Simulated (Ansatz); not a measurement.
Crystal: Ti4Ru.

```
Ru Ti
1.0
     0.00000    2.37271   11.05393
     1.55677    0.00000   11.05393
     1.55677    2.37271    0.00000
Ru Ti
1 4
Direct
  0.00000 0.00000 0.00000
  0.59038 0.59038 0.40962
  0.19693 0.19693 0.80307
  0.80307 0.80307 0.19693
  0.40962 0.40962 0.59038
```

The cell comes from a database or a generator and needn't be the stable form of this composition.

| Quantity | Value |
| --- | --- |
| Program | Ansatz 0.2.0 |
| Task | relaxation of cell and atoms |
| Functional | LDA |
| Potentials or basis | Ansatz PAW |
| Cutoff | 420 eV (not typed: the program's choice for these potentials) |
| k mesh | 10 × 10 × 10 |
| Occupations | fermi-dirac, width 0.05 eV |
| Spin | no spin polarisation |

At the start: volume 16.33 Å³/atom.

Q: How do energy, volume and symmetry change on relaxing?

A: It ends after 7 steps and the volume is 15.20 Å³/atom (-6.9 %); space group Fmmm (No. 69, to 0.05 Å).

The path:
| step | energy change (eV) | largest force (eV/Å) | volume (Å³) |
| --- | --- | --- | --- |
| 1 | 0.0000 | 0.3473 | 81.66 |
| 2 | -0.0766 | 0.1775 | 72.03 |
| 3 | -0.1826 | 0.0380 | 76.42 |
| 4 | -0.1840 | 0.0142 | 76.06 |
| 5 | -0.1841 | 0.0092 | 76.01 |
| 6 | -0.1841 | 0.0071 | 76.02 |
| 7 | -0.1833 | 0.0071 | 76.02 |

Final structure:
```
Ru Ti
1.0
     0.00000    2.31816   10.87312
     1.50800    0.00000   10.87312
     1.50800    2.31816    0.00000
Ru Ti
1 4
Direct
  0.00000 0.00000 0.00000
  0.59077 0.59077 0.40923
  0.19676 0.19676 0.80324
  0.80324 0.80324 0.19676
  0.40923 0.40923 0.59077
```

Caveat: the plane-wave basis is chosen anew once the cell has moved, so the energies of steps on either side of that aren't comparable; the PAW data sets come from PBE, with cores solved anew for the run's functional, which leaves a small shift of forces and pressure.
